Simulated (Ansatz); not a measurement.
Working through cell relaxations under several functionals of KCaF₃, space group Pm-3m

With Ansatz 0.2.0 through its Python package.

Interactive session:
```pycon
>>> import ansatz
>>> import numpy as np
>>> def edges_and_angles(cell):
...     cell = np.asarray(cell)
...     a, b, c = np.linalg.norm(cell, axis=1)
...     cosines = cell[1] @ cell[2] / (b * c), cell[0] @ cell[2] / (a * c), cell[0] @ cell[1] / (a * b)
...     return (a, b, c, *np.degrees(np.arccos(cosines)))
...
>>> cell = (
...     ansatz.Lattice.cubic(4.481726)
...     .space_group(221)
...     .atom('K', (0.5, 0.5, 0.5))
...     .atom('Ca', (0.0, 0.0, 0.0))
...     .atom('F', (0.0, 0.5, 0.0))
... )
>>> len(cell.resolved().sites)
5
>>> base = (
...     cell.calculation()
...     .scf(tolerance=1e-10)
...     .basis(510)
...     .occupations('fermi_dirac', width=0.01)
...     .kpoints(4, center='gamma')
...     .relax(cell=True, force_tolerance=0.05)
... )
>>> levels = [('pbesol', 'none'), ('blyp', 'd3bj'), ('lda', 'none')]
>>> print('level            a       b       c    alpha   beta  gamma  V/atom  steps')
level            a       b       c    alpha   beta  gamma  V/atom  steps
>>> for name, dispersion in levels:
...     seen = []
...     run = base.functional(name, dispersion=dispersion).session().plan()
...     out = run.execute(on_event=lambda e: seen.append(e) if e['event'] == 'relax_step' else None)
...     cell = out.lattice.cell_ang
...     label = name if dispersion == 'none' else f'{name}+{dispersion}'
...     print('{:13s} {:7.4f} {:7.4f} {:7.4f} {:6.2f} {:6.2f} {:6.2f}'.format(label, *edges_and_angles(cell)), f'{abs(np.linalg.det(cell)) / len(out.lattice.sites):7.3f} {len(seen):5d}')
...
pbesol         4.4069  4.4069  4.4069  90.00  90.00  90.00  17.118     5
blyp+d3bj      4.4273  4.4273  4.4273  90.00  90.00  90.00  17.356     4
lda            4.3208  4.3208  4.3208  90.00  90.00  90.00  16.133     5
```

From smallest to largest: LDA (16.13 Å³ an atom, -10.4 % against the start), PBEsol (17.12 Å³ an atom, -4.9 % against the start) and BLYP+D3BJ (17.36 Å³ an atom, -3.6 % against the start). The spread is 7.6 % in volume.

What to keep in mind:
- Forces vanish by symmetry, so the ions can't move, and the end may be a saddle.
- The structure comes from a database of computed cells and needn't be a stable or known phase.
- It ran for 23 s on 1 thread of Intel(R) Xeon(R) Processor @ 2.30GHz (shared host), peak memory 0.56 GiB.
